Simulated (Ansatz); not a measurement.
**C₂H₅BO₃: how energies converge with the basis set**

How large a basis does C₂H₅BO₃ need? Two functionals are run in growing sets.

Program: Ansatz 0.2.0, Gaussian basis. Level of theory: one geometry, several basis sets. These are calculated values, not measurements.

Levels to be run: PBE0-D4/def2-SVP; ωB97M-V/def2-SVP; PBE0-D4/def2-QZVPP; ωB97M-V/def2-QZVPP; the functionals' def2-TZVPP values are taken from earlier runs.

## Step 1: The relaxed structure

The geometry comes from an earlier relaxation with PBE0-D4 in a triple-zeta def2 set; it is a stationary point, not always the lowest conformer.

SMILES `C=COB(O)O`, 11 atoms, charge 0, spin multiplicity 1.

Atoms are counted from 1 here; the program's logs count them from 0.

Bond lengths: C1–C2 1.322 Å, C1–H7 1.081 Å, C1–H8 1.083 Å, C2–O3 1.361 Å, C2–H9 1.085 Å, O3–B4 1.373 Å, B4–O5 1.363 Å, B4–O6 1.361 Å, O5–H10 0.960 Å, O6–H11 0.960 Å. Angles: C2–C1–H7 119.6°, C2–C1–H8 121.6°, H7–C1–H8 118.9°, C1–C2–O3 121.7°, C1–C2–H9 123.1°, O3–C2–H9 115.2°, C2–O3–B4 122.4°, O3–B4–O5 118.9°, O3–B4–O6 120.6°, O5–B4–O6 120.5°, B4–O5–H10 112.4°, B4–O6–H11 112.1°.

## Step 2: PBE0-D4 in def2-SVP

File in.yaml:

```yaml
crystal:
  periodic: [false, false, false]
  atoms:
    - {symbol: C, position_ang: [-1.316555, -1.463266, 1.187325]}
    - {symbol: C, position_ang: [-0.691444, -0.818641, 0.216464]}
    - {symbol: O, position_ang: [0.154315, 0.215876, 0.473378]}
    - {symbol: B, position_ang: [0.806444, 0.897535, -0.523615]}
    - {symbol: O, position_ang: [1.638892, 1.922465, -0.184814]}
    - {symbol: O, position_ang: [0.625872, 0.556995, -1.828785]}
    - {symbol: H, position_ang: [-1.980669, -2.280442, 0.943911]}
    - {symbol: H, position_ang: [-1.180047, -1.192514, 2.226780]}
    - {symbol: H, position_ang: [-0.809559, -1.068246, -0.833271]}
    - {symbol: H, position_ang: [1.679502, 2.061618, 0.764055]}
    - {symbol: H, position_ang: [1.138648, 1.111420, -2.420728]}
basis:
  gaussian: {orbitals: def2-SVP}
hamiltonian: {xc: pbe0, dispersion: d4}
output: {orbitals: {seedname: orbitals}}
```

Further steps of the session: ωB97M-V in def2-SVP; PBE0-D4 in def2-QZVPP; ωB97M-V in def2-QZVPP.

Before running them: what should the planned runs give, taken together? Wanted: PBE0-D4: double and triple zeta above quadruple; ωB97M-V: double and triple zeta above quadruple.

As calculated:

```
                                       quantity           value
PBE0-D4: double and triple zeta above quadruple  10.96, 0.51 eV
ωB97M-V: double and triple zeta above quadruple  11.23, 0.48 eV
```

In words: For PBE0-D4 the step from double to triple zeta gains 10.45 eV and the next only 0.51 eV. These are total energies; as a rule much of such shifts cancels in differences, which this series doesn't test. The LUMO of ωB97M-V is positive and keeps falling with the basis (3.12 to 1.60 eV): an unbound level that the basis holds in place.
